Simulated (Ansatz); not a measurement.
**GaH3S2Si: a ladder of functionals and wavefunction methods**

Aim: compute GaH3S2Si with functionals from several rungs and with coupled cluster, and see how far each lands from CCSD(T) at the basis-set limit for the atomisation energy.

The runs use Ansatz 0.2.0, Gaussian basis; functionals in def2-TZVPP, the program's frozen cores in correlated methods.

Plan: LDA (SPW92), PBE-D4, revPBE-D4, BLYP-D4, r2SCAN-D4, B97M-V, PBE0-D4, B3LYP-D4, r2SCANh-D4, r2SCAN0-D4, HSE06-D4, BHLYP-D4, CAM-B3LYP-D4, LC-ωPBE, ωB97X-V, ωB97M-V, B2PLYP, PBE-QIDH; CCSD(T)/def2-SVP; CCSD(T)/def2-TZVPP; MP2/def2-QZVPP; extrapolation to the limit; RPA on PBE.

### 1 Structure used throughout

All runs share one geometry, relaxed beforehand with PBE0-D4 in a triple-zeta def2 set.

SMILES `[SiH2]1S[S][GaH]1`, 7 atoms, charge 0, spin multiplicity 1.

Atoms are counted from 1 here; the program's logs count them from 0.

Bond lengths: Si1–S2 2.165 Å, Si1–Ga4 2.390 Å, Si1–H5 1.489 Å, Si1–H6 1.489 Å, S2–S3 2.110 Å, S3–Ga4 2.224 Å, Ga4–H7 1.557 Å. Angles: S2–Si1–Ga4 86.7°, S2–Si1–H5 111.6°, S2–Si1–H6 111.6°, Ga4–Si1–H5 118.8°, Ga4–Si1–H6 119.0°, H5–Si1–H6 107.4°, Si1–S2–S3 94.9°, S2–S3–Ga4 92.5°, Si1–Ga4–S3 86.0°, Si1–Ga4–H7 150.2°, S3–Ga4–H7 123.8°.

### 2 LDA

This LDA is Slater exchange with PW92 correlation.

Input file in.yaml:

```yaml
crystal:
  periodic: [false, false, false]
  atoms:
    - {symbol: Si, position_ang: [-0.752919, 0.646980, 0.408071]}
    - {symbol: S, position_ang: [-0.067934, -0.864502, 1.798510]}
    - {symbol: S, position_ang: [1.309867, -1.731870, 0.455822]}
    - {symbol: Ga, position_ang: [0.786159, -0.295399, -1.159471]}
    - {symbol: H, position_ang: [-0.501375, 2.021106, 0.923689]}
    - {symbol: H, position_ang: [-2.213899, 0.529088, 0.145603]}
    - {symbol: H, position_ang: [1.440111, -0.305413, -2.572234]}
basis:
  gaussian: {orbitals: def2-TZVPP}
hamiltonian: {xc: lda}
output: {orbitals: {seedname: orbitals}}
```

Run with:

```
$ ansatz run in.yaml --threads 4 --pin off --events-out ev --progress --plain --max-ram 10444MiB
```

The runs that follow: PBE-D4 (GGA); revPBE-D4 (GGA); BLYP-D4 (GGA); r2SCAN-D4 (meta-GGA); B97M-V (meta-GGA); PBE0-D4 (hybrid); B3LYP-D4 (hybrid); r2SCANh-D4 (hybrid); r2SCAN0-D4 (hybrid); HSE06-D4 (hybrid); BHLYP-D4 (hybrid); CAM-B3LYP-D4 (range-separated); LC-ωPBE (range-separated); ωB97X-V (range-separated); ωB97M-V (range-separated); B2PLYP (double hybrid); PBE-QIDH (double hybrid); CCSD(T) in def2-SVP; CCSD(T) in def2-TZVPP; MP2 in def2-QZVPP; RPA on PBE orbitals.

Q: Predict the results of all the runs planned. Wanted: atomisation energy, CCSD(T)/CBS; farthest beyond LDA; mean size of error, GGA; mean size of error, meta-GGA; mean size of error, hybrid; mean size of error, range-separated; mean size of error, double hybrid; gap, smallest and largest; T1 diagnostic.

The runs gave:

```
                               quantity                                                                         value
        atomisation energy, CCSD(T)/CBS                                                                 1904.3 kJ/mol
 functionals within 19.0 kJ/mol (1.0 %)  PBE-D4, r2SCAN-D4, PBE0-D4, r2SCANh-D4, HSE06-D4, ωB97X-V, ωB97M-V, PBE-QIDH
                    farthest beyond LDA                                                       BHLYP-D4 (-77.7 kJ/mol)
                mean size of error, GGA                                                                   31.8 kJ/mol
           mean size of error, meta-GGA                                                                   23.4 kJ/mol
             mean size of error, hybrid                                                                   25.2 kJ/mol
    mean size of error, range-separated                                                                   26.3 kJ/mol
      mean size of error, double hybrid                                                                   39.9 kJ/mol
              gap, smallest and largest                                      2.35 eV (LDA (SPW92)), 8.77 eV (LC-ωPBE)
                          T1 diagnostic                                                                        0.0155
triples share of the correlation energy                                                                         4.9 %
```

In words: The LDA atomisation energy is off by 294.5 kJ/mol (15 %): it overbinds. PBE-D4 misses by +17.5 kJ/mol. Double hybrids carry the basis error of their MP2 part in triple zeta, and no dispersion term here, so their miss is partly the set-up's. Taken by rung, meta-GGA functionals do best (23.4 kJ/mol on average) and double hybrid ones worst beyond LDA (39.9 kJ/mol). GGA functionals lie within the reference's doubt of that worst mean (31.8 kJ/mol), so those two tie. The gap between the best rungs is small, so their order is not settled. The reference freezes the cores and leaves out relativity and excitations past (T), and its outer-core shells are covered unevenly, so misses under about 19.0 kJ/mol can't be ranked. Hartree-Fock recovers 68 % of the binding; the rest is correlation. CCSD(T) in def2-SVP is off by -213.3 kJ/mol, worse than the median functional, from the basis alone. The gap grows from 2.4 to 8.8 eV across the functionals, mostly with the share of exact exchange. Correlated methods include outer-core shells of Ga, which these sets cover unevenly.
